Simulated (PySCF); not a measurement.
**WH₅: one geometry, several methods**

How much do the numbers for WH₅ (doublet) hang on the method? All levels run at one geometry, the PBE0 minimum.

The runs use PySCF 2.14.0; several methods, basis W def2-TZVP with ECP60, H def2-TZVP, scalar-relativistic core potentials, no spin–orbit coupling, density fitting.

## Step 1: Starting geometry

6 atoms, charge 0, spin multiplicity 2.

Bond lengths: W1–H2 1.723 Å, W1–H3 1.671 Å, W1–H4 1.671 Å, W1–H5 1.697 Å, W1–H6 1.697 Å. Angles: H2–W1–H3 115.5°, H2–W1–H4 115.5°, H2–W1–H5 114.9°, H2–W1–H6 114.9°, H3–W1–H4 60.3°, H3–W1–H5 120.6°, H3–W1–H6 71.0°, H4–W1–H5 71.0°, H4–W1–H6 120.6°, H5–W1–H6 112.5°.

```xyz
6
charge 0 multiplicity 2
W    -0.0040   -0.0041    0.0063
H     0.0937    0.0991    1.7230
H     1.4263    0.2643   -0.8142
H     0.2229    1.4324   -0.8160
H    -1.4847    0.4943   -0.6552
H     0.5394   -1.4702   -0.6522
```

## Step 2: Real-space pictures of the lowest minimum

The plane holds W1 at (0.00, 0.00), H2 at (1.72, 0.00), H3 at (-0.72, 1.51) Å. Columns run from x = -2.85 to 4.05 Å, rows from y = 3.75 (top) to -1.95 Å, in steps of 0.3 Å. Electrons inside core potentials are absent.

Density (cut at 5 e/Å³):

Ten steps from '0' (0.000 e/Å³) to '9' (5.000 e/Å³), finer at the low end (step k begins (100^(k/10) - 1)/99 of the way up):
```
000000000000000000000000
000000000000000000000000
000000000000000000000000
000000000000000000000000
000000111000000000000000
000001222110000000000000
000012344321000000000000
000013576431100000000000
000013576542111000000000
000013566654322111000000
000012457886433322100000
000012469999655543100000
000001489229766764200000
000001479229766764200000
000002369999655543100000
000012357886433322100000
000012345543222111000000
000012334332111000000000
000001222211000000000000
000001111110000000000000
```

ELF (0 where the density is under 0.005 e/Å³):

Ten even steps from '0' (0.00) to '9' (1.00):
```
000000000000000000000000
000000000000000000000000
000000000000000000000000
000007898630000000000000
000089999962000000000000
000799999983000000000000
003899999983100000000000
003799999973100010000000
001689999842111356500000
000268998432114899970000
000013444565238999990000
000000147888349999998000
000000178007459999999000
000000178007559999999000
000000147788449999999000
000011234665238999990000
000135654321015999980000
000257886410001578700000
000368888520000120000000
000268888620000000000000
```

Spin density:

Ten even steps from '0' (-0.05 e/Å³) to '9' (0.28 e/Å³):
```
111111111111111111111111
111111111111111111111111
111111111111111111111111
111111111111111111111111
111111111111111111111111
111111111111111111111111
111111111111111111111111
111111000112211111111111
111111000122221111111111
111111111244322111111111
111111222278532111111111
111111246279521111111111
111111246112221001111111
111111122115421001111111
111111259726421111111111
111112358722221111111111
111111234421111111111111
111111222221111111111111
111111112111111111111111
111111111111111111111111
```

Making the fields needed 1.7 s of wall time on 2 threads of AMD EPYC 7R43 (Zen 3), shared host.

## Step 3: PBE0

The steps are one call of a driver around PySCF; scf.py gives each level's set-up. Each SCF starts from the density of the minimum. The driver also runs the species with one electron less or more at the same geometry; their logs are not shown.

Contents of scf.py:

```python
from pyscf import gto, scf, dft
mol = gto.M(atom='''
W     -0.003995    -0.004106     0.006261
H      0.093660     0.099112     1.723031
H      1.426318     0.264343    -0.814205
H      0.222935     1.432365    -0.815979
H     -1.484661     0.494329    -0.655172
H      0.539368    -1.470225    -0.652189''',
    basis={'W': 'def2-TZVP', 'H': 'def2-TZVP'},
    ecp={'W': 'def2-TZVP'},
    charge=0, spin=1)
mf = dft.UKS(mol, xc='PBE0')
mf.grids.atom_grid = (75, 302)
aux = {'W': 'def2-universal-JKFIT', 'H': 'def2-universal-JKFIT'}
mf = mf.density_fit(auxbasis=aux)
mf.conv_tol = 1e-08
mf.diis_space = 10
mf.max_cycle = 60
mf.verbose = 4
mf.kernel()
```

Command:

```
$ OMP_NUM_THREADS=2 python axn.py task.json out
```

Standard output:

```text
init E= -69.9483873610397
[... the frontier-level lines of each cycle are left out ...]
cycle= 1 E= -69.9483873610305  delta_E= 9.21e-12  |g|= 6.25e-06  |ddm|= 8.05e-06
Extra cycle  E= -69.9483873609853  delta_E= 4.52e-11  |g|= 1.11e-05  |ddm|= 1.35e-05
converged SCF energy = -69.9483873609853  <S^2> = 0.75798758  2S+1 = 2.0079717
```

This level, with the species of one electron less or more, took 4.5 s.

```
energy                        : -69.948387 Eh
one electron less (charge +1) : -69.626407 Eh (singlet, ⟨S²⟩ 0.00)
one electron more (charge -1) : -69.972836 Eh (triplet, ⟨S²⟩ 2.01)
Mulliken charge of W1         : +0.21 e
```

## Step 4: HF

Edit scf.py of step 3 so:

```diff
@@ -12,2 +12 @@
-mf = dft.UKS(mol, xc='PBE0')
-mf.grids.atom_grid = (75, 302)
+mf = scf.UHF(mol)
```

Standard output:

```text
init E= -69.1434907107262
[... the frontier-level lines of each cycle are left out ...]
cycle= 1 E= -69.1589831630722  delta_E= -0.0155  |g|= 0.0852  |ddm|= 0.243
cycle= 2 E= -69.1619010988183  delta_E= -0.00292  |g|= 0.0528  |ddm|= 0.131
cycle= 3 E= -69.1635603425142  delta_E= -0.00166  |g|= 0.0129  |ddm|= 0.0536
cycle= 4 E= -69.1638517385191  delta_E= -0.000291  |g|= 0.00398  |ddm|= 0.0262
cycle= 5 E= -69.1639005777263  delta_E= -4.88e-05  |g|= 0.00277  |ddm|= 0.00934
cycle= 6 E= -69.163928741703  delta_E= -2.82e-05  |g|= 0.00207  |ddm|= 0.00692
cycle= 7 E= -69.1639668628076  delta_E= -3.81e-05  |g|= 0.00069  |ddm|= 0.0165
cycle= 8 E= -69.1639703671887  delta_E= -3.5e-06  |g|= 0.000249  |ddm|= 0.00552
cycle= 9 E= -69.1639706460616  delta_E= -2.79e-07  |g|= 0.000138  |ddm|= 0.000939
cycle= 10 E= -69.1639707296524  delta_E= -8.36e-08  |g|= 8.82e-05  |ddm|= 0.000446
cycle= 11 E= -69.1639707756878  delta_E= -4.6e-08  |g|= 4.43e-05  |ddm|= 0.000417
cycle= 12 E= -69.1639707888815  delta_E= -1.32e-08  |g|= 1.6e-05  |ddm|= 0.000273
cycle= 13 E= -69.1639707902088  delta_E= -1.33e-09  |g|= 7.07e-06  |ddm|= 7.11e-05
Extra cycle  E= -69.1639707903328  delta_E= -1.24e-10  |g|= 4.86e-06  |ddm|= 1.09e-05
converged SCF energy = -69.1639707903328  <S^2> = 0.7799336  2S+1 = 2.0297129
```

This level, with the species of one electron less or more, took 0.9 s.

- energy: -69.163971 Eh
- one electron less (charge +1): -68.855678 Eh (singlet, ⟨S²⟩ 0.00)
- one electron more (charge -1): -69.176723 Eh (triplet, ⟨S²⟩ 2.05)
- Mulliken charge of W1: +0.58 e

## Step 5: PBE

Edit scf.py of step 4 so:

```diff
@@ -12 +12,2 @@
-mf = scf.UHF(mol)
+mf = dft.UKS(mol, xc='PBE')
+mf.grids.atom_grid = (75, 302)
```

Standard output:

```text
init E= -69.994896637179
[... the frontier-level lines of each cycle are left out ...]
cycle= 1 E= -69.995048411714  delta_E= -0.000152  |g|= 0.0632  |ddm|= 0.123
cycle= 2 E= -69.9789865914621  delta_E= 0.0161  |g|= 0.177  |ddm|= 0.188
cycle= 3 E= -69.9971904155001  delta_E= -0.0182  |g|= 0.00578  |ddm|= 0.147
cycle= 4 E= -69.9972093771721  delta_E= -1.9e-05  |g|= 0.00245  |ddm|= 0.00658
cycle= 5 E= -69.9972131331311  delta_E= -3.76e-06  |g|= 0.000245  |ddm|= 0.0024
cycle= 6 E= -69.9972131992367  delta_E= -6.61e-08  |g|= 0.000113  |ddm|= 0.000465
cycle= 7 E= -69.9972132137999  delta_E= -1.46e-08  |g|= 7.9e-05  |ddm|= 0.000237
cycle= 8 E= -69.9972132191664  delta_E= -5.37e-09  |g|= 2.29e-05  |ddm|= 0.000134
Extra cycle  E= -69.9972132189297  delta_E= 2.37e-10  |g|= 3.66e-05  |ddm|= 7.12e-05
converged SCF energy = -69.9972132189297  <S^2> = 0.75603759  2S+1 = 2.0060285
```

This level, with the species of one electron less or more, took 10 s.

```
energy                        : -69.997213 Eh
one electron less (charge +1) : -69.679452 Eh (singlet, ⟨S²⟩ 0.00)
one electron more (charge -1) : -70.017317 Eh (triplet, ⟨S²⟩ 2.01)
Mulliken charge of W1         : +0.13 e
```

## Step 6: B3LYP

Edit scf.py of step 5 so:

```diff
@@ -12 +12 @@
-mf = dft.UKS(mol, xc='PBE')
+mf = dft.UKS(mol, xc='B3LYP')
```

Standard output:

```text
init E= -70.0042426198758
[... the frontier-level lines of each cycle are left out ...]
cycle= 1 E= -70.0051338986712  delta_E= -0.000891  |g|= 0.0143  |ddm|= 0.0864
cycle= 2 E= -70.0046693727342  delta_E= 0.000465  |g|= 0.0331  |ddm|= 0.0402
cycle= 3 E= -70.0052776469822  delta_E= -0.000608  |g|= 0.00226  |ddm|= 0.0259
cycle= 4 E= -70.0052805140232  delta_E= -2.87e-06  |g|= 0.00107  |ddm|= 0.00249
cycle= 5 E= -70.0052812984368  delta_E= -7.84e-07  |g|= 0.000226  |ddm|= 0.00108
cycle= 6 E= -70.0052814811473  delta_E= -1.83e-07  |g|= 7.54e-05  |ddm|= 0.000861
cycle= 7 E= -70.0052814952215  delta_E= -1.41e-08  |g|= 5.2e-05  |ddm|= 0.00024
cycle= 8 E= -70.005281497812  delta_E= -2.59e-09  |g|= 5.17e-06  |ddm|= 9.35e-05
Extra cycle  E= -70.005281497887  delta_E= -7.5e-11  |g|= 4.64e-06  |ddm|= 1.48e-05
converged SCF energy = -70.005281497887  <S^2> = 0.75570586  2S+1 = 2.0056977
```

This level, with the species of one electron less or more, needed 8.3 s of wall time on 2 threads of AMD EPYC 7R43 (Zen 3), shared host.

```
energy                        : -70.005281 Eh
one electron less (charge +1) : -69.683729 Eh (singlet, ⟨S²⟩ 0.00)
one electron more (charge -1) : -70.028722 Eh (triplet, ⟨S²⟩ 2.01)
Mulliken charge of W1         : +0.30 e
```

## Step 7: r2SCAN

Edit scf.py of step 6 so:

```diff
@@ -12,2 +12,2 @@
-mf = dft.UKS(mol, xc='B3LYP')
-mf.grids.atom_grid = (75, 302)
+mf = dft.UKS(mol, xc='R2SCAN')
+mf.grids.atom_grid = (90, 434)
```

Standard output:

```text
init E= -70.0005337956676
[... the frontier-level lines of each cycle are left out ...]
cycle= 1 E= -70.0013421295254  delta_E= -0.000808  |g|= 0.0222  |ddm|= 0.0698
cycle= 2 E= -69.9999123203467  delta_E= 0.00143  |g|= 0.0545  |ddm|= 0.0602
cycle= 3 E= -70.001584796626  delta_E= -0.00167  |g|= 0.0036  |ddm|= 0.0452
cycle= 4 E= -70.0015920059225  delta_E= -7.21e-06  |g|= 0.00118  |ddm|= 0.00301
cycle= 5 E= -70.001592885297  delta_E= -8.79e-07  |g|= 0.000144  |ddm|= 0.0012
cycle= 6 E= -70.0015929320035  delta_E= -4.67e-08  |g|= 0.0001  |ddm|= 0.00045
cycle= 7 E= -70.0015929420049  delta_E= -1e-08  |g|= 4.07e-05  |ddm|= 0.000172
cycle= 8 E= -70.0015929446987  delta_E= -2.69e-09  |g|= 1.21e-05  |ddm|= 0.000111
Extra cycle  E= -70.0015929447306  delta_E= -3.18e-11  |g|= 1.71e-05  |ddm|= 3.31e-05
converged SCF energy = -70.0015929447306  <S^2> = 0.76011906  2S+1 = 2.0100936
```

This level, with the species of one electron less or more, took 28 s.

```
energy                        : -70.001593 Eh
one electron less (charge +1) : -69.678497 Eh (singlet, ⟨S²⟩ 0.00)
one electron more (charge -1) : -70.025957 Eh (triplet, ⟨S²⟩ 2.02)
Mulliken charge of W1         : +0.28 e
```

## Step 8: TPSSh

Edit scf.py of step 7 so:

```diff
@@ -12 +12 @@
-mf = dft.UKS(mol, xc='R2SCAN')
+mf = dft.UKS(mol, xc='TPSSH')
```

Standard output:

```text
init E= -69.9736777958678
[... the frontier-level lines of each cycle are left out ...]
cycle= 1 E= -69.9739964327249  delta_E= -0.000319  |g|= 0.0331  |ddm|= 0.0848
cycle= 2 E= -69.9709394743897  delta_E= 0.00306  |g|= 0.0819  |ddm|= 0.0919
cycle= 3 E= -69.9746574266279  delta_E= -0.00372  |g|= 0.00207  |ddm|= 0.0633
cycle= 4 E= -69.9746601165072  delta_E= -2.69e-06  |g|= 0.000516  |ddm|= 0.0021
cycle= 5 E= -69.9746602783809  delta_E= -1.62e-07  |g|= 0.000147  |ddm|= 0.000537
cycle= 6 E= -69.9746603228017  delta_E= -4.44e-08  |g|= 4.46e-05  |ddm|= 0.000384
cycle= 7 E= -69.9746603279266  delta_E= -5.12e-09  |g|= 2.59e-05  |ddm|= 0.000157
Extra cycle  E= -69.9746603280593  delta_E= -1.33e-10  |g|= 3.11e-05  |ddm|= 5.64e-05
converged SCF energy = -69.9746603280593  <S^2> = 0.75729518  2S+1 = 2.0072819
```

This level, with the species of one electron less or more, took 28 s.

- energy: -69.974660 Eh
- one electron less (charge +1): -69.654166 Eh (singlet, ⟨S²⟩ 0.00)
- one electron more (charge -1): -69.996643 Eh (triplet, ⟨S²⟩ 2.01)
- Mulliken charge of W1: +0.28 e

## Step 9: CAM-B3LYP

Edit scf.py of step 8 so:

```diff
@@ -12,2 +12,2 @@
-mf = dft.UKS(mol, xc='TPSSH')
-mf.grids.atom_grid = (90, 434)
+mf = dft.UKS(mol, xc='CAMB3LYP')
+mf.grids.atom_grid = (75, 302)
```

Standard output:

```text
init E= -69.9064476894046
[... the frontier-level lines of each cycle are left out ...]
cycle= 1 E= -69.9074265718115  delta_E= -0.000979  |g|= 0.0256  |ddm|= 0.0909
cycle= 2 E= -69.9071678647248  delta_E= 0.000259  |g|= 0.0347  |ddm|= 0.0523
cycle= 3 E= -69.9078012386946  delta_E= -0.000633  |g|= 0.00215  |ddm|= 0.0304
cycle= 4 E= -69.9078079278474  delta_E= -6.69e-06  |g|= 0.00109  |ddm|= 0.004
cycle= 5 E= -69.9078092866358  delta_E= -1.36e-06  |g|= 0.000357  |ddm|= 0.00164
cycle= 6 E= -69.907809875822  delta_E= -5.89e-07  |g|= 0.000183  |ddm|= 0.00136
cycle= 7 E= -69.9078101132355  delta_E= -2.37e-07  |g|= 7.21e-05  |ddm|= 0.00107
cycle= 8 E= -69.907810145419  delta_E= -3.22e-08  |g|= 4e-05  |ddm|= 0.000368
cycle= 9 E= -69.9078101534553  delta_E= -8.04e-09  |g|= 1.95e-05  |ddm|= 0.000163
Extra cycle  E= -69.9078101554123  delta_E= -1.96e-09  |g|= 1.47e-05  |ddm|= 5.59e-05
converged SCF energy = -69.9078101554123  <S^2> = 0.75575064  2S+1 = 2.0057424
```

This level, with the species of one electron less or more, took 14 s.

```
energy                        : -69.907810 Eh
one electron less (charge +1) : -69.583921 Eh (singlet, ⟨S²⟩ 0.00)
one electron more (charge -1) : -69.934932 Eh (triplet, ⟨S²⟩ 2.01)
Mulliken charge of W1         : +0.31 e
```

## Step 10: BP86

Edit scf.py of step 9 so:

```diff
@@ -12 +12 @@
-mf = dft.UKS(mol, xc='CAMB3LYP')
+mf = dft.UKS(mol, xc='B88,P86')
```

Standard output:

```text
init E= -70.0964619883295
[... the frontier-level lines of each cycle are left out ...]
cycle= 1 E= -70.0972868759542  delta_E= -0.000825  |g|= 0.0587  |ddm|= 0.135
cycle= 2 E= -70.083470966908  delta_E= 0.0138  |g|= 0.164  |ddm|= 0.173
cycle= 3 E= -70.0991116355473  delta_E= -0.0156  |g|= 0.00574  |ddm|= 0.136
cycle= 4 E= -70.0991312208696  delta_E= -1.96e-05  |g|= 0.00207  |ddm|= 0.0063
cycle= 5 E= -70.0991340236396  delta_E= -2.8e-06  |g|= 0.000256  |ddm|= 0.00215
cycle= 6 E= -70.0991340983399  delta_E= -7.47e-08  |g|= 0.000107  |ddm|= 0.000528
cycle= 7 E= -70.0991341189971  delta_E= -2.07e-08  |g|= 7.35e-05  |ddm|= 0.000285
cycle= 8 E= -70.0991341204921  delta_E= -1.49e-09  |g|= 2.73e-05  |ddm|= 0.000118
Extra cycle  E= -70.099134119937  delta_E= 5.55e-10  |g|= 4.43e-05  |ddm|= 7.91e-05
converged SCF energy = -70.099134119937  <S^2> = 0.7555915  2S+1 = 2.0055837
```

This level, with the species of one electron less or more, needed 11 s of wall time on 2 threads of AMD EPYC 7R43 (Zen 3), shared host.

- energy: -70.099134 Eh
- one electron less (charge +1): -69.776655 Eh (singlet, ⟨S²⟩ 0.00)
- one electron more (charge -1): -70.124559 Eh (triplet, ⟨S²⟩ 2.01)
- Mulliken charge of W1: +0.20 e

## Step 11: Comparison of the levels

| level | atomisation energy (kJ/mol) | vertical ionisation energy (eV) | vertical electron affinity (eV) | −ε(HOMO) (eV) | gap (eV) | dipole (D) | wall time |
| --- | --- | --- | --- | --- | --- | --- | --- |
| PBE0 | 1400 | 8.76 | 0.67 | 6.61 | 4.14 | 1.30 | 4.5 s |
| HF | 904 | 8.39 | 0.35 | 10.69 | 11.42 | 1.44 | 0.9 s |
| PBE | 1443 | 8.65 | 0.55 | 5.13 | 1.76 | 1.25 | 10 s |
| B3LYP | 1441 | 8.75 | 0.64 | 6.28 | 3.54 | 1.30 | 8.3 s |
| r2SCAN | 1429 | 8.79 | 0.66 | 5.66 | 2.49 | 1.32 | 28 s |
| TPSSh | 1497 | 8.72 | 0.60 | 5.88 | 3.00 | 1.37 | 28 s |
| CAM-B3LYP | 1435 | 8.81 | 0.74 | 8.01 | 6.53 | 1.32 | 14 s |
| BP86 | 1505 | 8.78 | 0.69 | 5.24 | 1.76 | 1.24 | 11 s |

Times are for 2 threads of AMD EPYC 7R43 (Zen 3), shared host; PBE0 starts from its own converged density, so its time is not comparable. A dash stands where a species or a free atom was not run at that level, or the quantity is not defined.

Atomisation goes to high-spin atoms in their ground configurations, run at the same level, without zero-point energy.

## Step 12: Outcome

| quantity | value |
| --- | --- |
| atomisation energy, range | 904 (HF) to 1505 (BP86) kJ/mol |
| vertical ionisation energy, range | 8.39 (HF) to 8.81 (CAM-B3LYP) eV |
| vertical electron affinity, range | 0.35 (HF) to 0.74 (CAM-B3LYP) eV |
| orbital gap, range | 1.76 (PBE) to 11.42 (HF) eV |

The atomisation energy spreads over 601 kJ/mol, from HF to BP86; without a CCSD(T) value for it there is no yardstick here. Without diffuse functions electron affinities tend to come out too low. Other spin states or occupations of the open shell can lie lower. With an element this heavy the missing spin–orbit coupling can shift these numbers.
